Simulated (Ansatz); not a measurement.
# C3H2F6: the cost of one run

Program: Ansatz 0.2.0, Gaussian basis. Level of theory: the settings change from run to run. These are calculated values, not measurements.

## 1. The geometry

The structure was relaxed beforehand with PBE0-D4 in a triple-zeta def2 set.

SMILES `FC(F)C(F)(F)C(F)F`, 11 atoms, charge 0, spin multiplicity 1.

Atoms are counted from 1 here; the program's logs count them from 0.

Bond lengths: F1–C2 1.340 Å, C2–F3 1.351 Å, C2–C4 1.533 Å, C2–H10 1.093 Å, C4–F5 1.344 Å, C4–F6 1.344 Å, C4–C7 1.533 Å, C7–F8 1.340 Å, C7–F9 1.351 Å, C7–H11 1.093 Å. Angles: F1–C2–F3 108.7°, F1–C2–C4 109.2°, F1–C2–H10 109.6°, F3–C2–C4 108.6°, F3–C2–H10 109.3°, C4–C2–H10 111.3°, C2–C4–F5 108.0°, C2–C4–F6 109.8°, C2–C4–C7 112.5°, F5–C4–F6 108.7°, F5–C4–C7 109.8°, F6–C4–C7 108.0°, C4–C7–F8 109.2°, C4–C7–F9 108.6°, C4–C7–H11 111.3°, F8–C7–F9 108.7°, F8–C7–H11 109.6°, F9–C7–H11 109.3°.

## 2. PBE0-DH/6-31++G**

Options: a grid of angular degree 23, high accuracy.

Contents of in.yaml:

```yaml
crystal:
  periodic: [false, false, false]
  atoms:
    - {symbol: F, position_ang: [-1.417002, 1.767648, 0.787223]}
    - {symbol: C, position_ang: [-0.252805, 1.159818, 0.519323]}
    - {symbol: F, position_ang: [0.382710, 0.908968, 1.685332]}
    - {symbol: C, position_ang: [-0.529652, -0.173899, -0.183836]}
    - {symbol: F, position_ang: [-1.060877, 0.093700, -1.389106]}
    - {symbol: F, position_ang: [-1.416822, -0.888278, 0.529663]}
    - {symbol: C, position_ang: [0.736442, -1.021607, -0.352035]}
    - {symbol: F, position_ang: [0.457631, -2.083905, -1.120388]}
    - {symbol: F, position_ang: [1.676759, -0.274361, -0.971561]}
    - {symbol: H, position_ang: [0.368637, 1.813286, -0.098591]}
    - {symbol: H, position_ang: [1.120378, -1.358470, 0.614477]}
basis:
  gaussian: {orbitals: "6-31++G**", final_grid: {core_spheres: 8, valence_spheres: 7, degree: 23}}
hamiltonian: {xc: {name: PBE0-DH}}
accuracy: high
```

Run with:

```console
> ansatz run in.yaml --threads 2 --pin off --events-out ev --progress --plain --max-ram 32768MiB --backend cpu
```

**Question.** How long does this run take on 2 threads of AMD EPYC 7R13, shared host, and how much memory does it need?

About 14 s, with a peak of 1.2 GiB.
